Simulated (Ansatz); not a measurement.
# Li+ with CH2O: structure and interaction energy

Aim: relax the pair, then compute its interaction energy with counterpoise at many levels, up to CCSD(T).

Method: PBE0-D4 structure, single points in def2-TZVPPD; program: Ansatz 0.2.0, Gaussian basis.

Levels: PBE-D4, revPBE-D4, BLYP-D4, r2SCAN-D4, B97M-V, PBE0-D4, B3LYP-D4, HSE06-D4, wB97X-V, wB97M-V, B2PLYP, Hartree-Fock, MP2, CCSD, CCSD(T). The reference is CCSD(T) extrapolated to the basis limit.

Correlated methods freeze the cores. The outer core shell of Li, Na, Mg and K is correlated. B3LYP uses VWN-RPA correlation. B2PLYP carries no dispersion term here.

163 further runs of the same task are left out: 163 set aside as unsound or not needed.

### 1 Where the work starts

The pair, from a GFN2-xTB docking trial: 5 atoms, charge 1, spin multiplicity 1.

Atoms are counted from 1 here; the program's logs count them from 0.

Bond lengths: Li1–O3 1.741 Å, C2–O3 1.211 Å, C2–H4 1.099 Å, C2–H5 1.099 Å. Angles: O3–C2–H4 121.2°, O3–C2–H5 121.5°, H4–C2–H5 117.3°, Li1–O3–C2 179.7°.

As a file:

```
Li   -0.50490   -0.02490   -2.29280
C     0.13040    0.00570    0.58950
O    -0.13060   -0.00330   -0.59260
H    -0.65800    0.12620    1.34540
H     1.16310   -0.10370    0.95060
```

Atoms 1 to 1 are fragment A (Li+), the rest fragment B (CH2O).

### 2 A first relaxation in a small basis

pre/in.yaml reads:

```yaml
crystal:
  periodic: [false, false, false]
  atoms:
    - {symbol: Li, position_ang: [-0.504900, -0.024900, -2.292800]}
    - {symbol: C, position_ang: [0.130400, 0.005700, 0.589500]}
    - {symbol: O, position_ang: [-0.130600, -0.003300, -0.592600]}
    - {symbol: H, position_ang: [-0.658000, 0.126200, 1.345400]}
    - {symbol: H, position_ang: [1.163100, -0.103700, 0.950600]}
basis:
  gaussian: {orbitals: def2-SVP}
total_charge: 1
hamiltonian: {xc: pbe, dispersion: d4}
relax: {f_tol: 0.03, max_steps: 250}
```

Started as:

```bash
$ ansatz run in.yaml --threads 2 --pin off --events-out ev --progress --plain --max-ram 5222MiB
```

Further steps of the session: Relaxation at PBE0-D4; wB97X-V/def2-TZVPPD; wB97M-V/def2-TZVPPD; B2PLYP/def2-TZVPPD; B97M-V/def2-TZVPPD; CCSD(T)/def2-TZVPPD; Hartree-Fock/STO-3G; SPW92/def2-SVP; wB97M-V/def2-SVP; CCSD(T)/def2-SVP; Vibrations of the pair.

Before running it: what results should come out? Wanted: interaction energy, CCSD(T)/CBS; of it Hartree-Fock; D4 term of PBE0-D4; shortest contact; lowest wavenumber.

**Answer**, as computed:

```
                        quantity           value
 interaction energy, CCSD(T)/CBS  -148.97 kJ/mol
of it Hartree-Fock (basis limit)  -169.30 kJ/mol
              D4 term of PBE0-D4    -0.98 kJ/mol
                shortest contact   Li1–O3 1.78 Å
               lowest wavenumber        106 cm⁻¹
```

**Reading.** The pair is bound by 148.97 kJ/mol at fixed fragment shapes. Hartree-Fock gives 114 % of it, so electrostatics, induction and charge transfer lead. The functionals run from PBE-D4, off by -0.05 kJ/mol, to B3LYP-D4, off by -9.42 kJ/mol, against CCSD(T)/CBS. By rung, the mean size of the error is: GGA 2.68, meta-GGA 2.38, hybrid 7.68, screened hybrid 5.80, range-separated hybrid 4.71, double hybrid 4.46 kJ/mol. PBE-D4 gives an interaction energy 0.05 kJ/mol too low, an error of 0 % of the reference. CCSD(T) moves by -4.54 kJ/mol from triple zeta to the limit; gaps between functionals far smaller than that don't rank them. A lower arrangement may exist.
